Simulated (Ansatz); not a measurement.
**CoSn3: magnetic states**

The task here is to estimate one member of a computed series from the others.

Program: Ansatz 0.2.0. Level of theory: DFT r2SCAN, scalar-relativistic, plane waves, PAW. These are calculated values, not measurements.

3 further runs of the same task are left out: 1 that didn't finish, 2 set aside as unsound or not needed. Runs told in other sessions of the task aren't counted.

## Starting point

It takes space group Pm-3m (No. 221, cubic). Conventional cell: a = 4.494 Å, b = 4.494 Å, c = 4.494 Å, α = 90.00°, β = 90.00°, γ = 90.00°. Sn (site symmetry 4/mmm) is surrounded by 8 Sn at 3.18 Å and 4 Co at 3.18 Å. Around Co (site symmetry m-3m) lie 12 Sn at 3.18 Å.

Coordinates:

```
Sn Co
1.0
     4.49357    0.00000    0.00000
     0.00000    4.49357    0.00000
     0.00000    0.00000    4.49357
Sn Co
3 1
Direct
  0.00000 0.50000 0.50000
  0.50000 0.00000 0.50000
  0.50000 0.50000 0.00000
  0.00000 0.00000 0.00000
```

This cell was relaxed beforehand with the same method: volume 22.68 Å³/atom, gap on the mesh none (metal), site moments up to 2.0 μB.

The structure is invented: a known structure type filled with these elements, not a reported compound.

Set-up of the first run:

input.yaml reads:

```yaml
crystal:
  lattice:
    - [4.4935679012, 0.0, 0.0]
    - [0.0, 4.4935679012, 0.0]
    - [0.0, 0.0, 4.4935679012]
  atoms:
    - { symbol: Sn, position: [0.0, 0.5, 0.5] }
    - { symbol: Sn, position: [0.5, 0.0, 0.5] }
    - { symbol: Sn, position: [0.5, 0.5, 0.0] }
    - { symbol: Co, position: [0.0, 0.0, 0.0] }
basis:
  ecutwfc: 500
kpoints:
  mp_grid: { grid: [10, 10, 10] }
hamiltonian:
  xc: r2scan
scf:
  occupations: { method: gaussian, width: 0.1 }
  lower_state_search: "off"
output:
  forces: true
  stress: true
  eigenvalues: true
```

Started as:

```console
$ ansatz run input.yaml --threads 1 --pin off --max-ram 2560MiB --backend cpu --events-out ev --progress --plain --runs-dir out
```

Steps of the session up to this table: Magnetic start: no spin polarisation; Start: ferromagnetic; Magnetic start: large parallel starting moments; Magnetic start: antiferromagnetic, doubled cell, propagation vector (0, 0, 1/2); Magnetic start: antiferromagnetic, doubled cell, propagation vector (0, 1/2, 1/2); Start: antiferromagnetic, doubled cell, propagation vector (1/2, 1/2, 1/2); Start: small parallel starting moments.

One table of the session follows, with a row left open; its other results are not shown here.

It belongs to the step «The magnetic starts in order of energy». 

| start | energy above the lowest (meV/atom) | pressure (GPa) |
| --- | --- | --- |
| antiferromagnetic, doubled cell, propagation vector (0, 0, 1/2) | 0.00 | -0.2 |
| antiferromagnetic, doubled cell, propagation vector (0, 1/2, 1/2) | 4.20 | 0.1 |
| ferromagnetic | 16.3 | 0.0 |
| large parallel starting moments | 16.3 | 0.0 |
| small parallel starting moments | 16.3 | 0.0 |
| antiferromagnetic, doubled cell, propagation vector (1/2, 1/2, 1/2) | ? | ? |
| no spin | 162 | -3.8 |

Q: Estimate the row for antiferromagnetic, doubled cell, propagation vector (1/2, 1/2, 1/2) from the others.

**Answer.** energy above the lowest (meV/atom): 21.6; pressure (GPa): 0.0. In the column «energy above the lowest (meV/atom)» it lies between small parallel starting moments (16.3) and no spin (162).

To keep in mind: The magnetic state reached may not be the lowest one. Warnings in the runs' records: stability check not made.
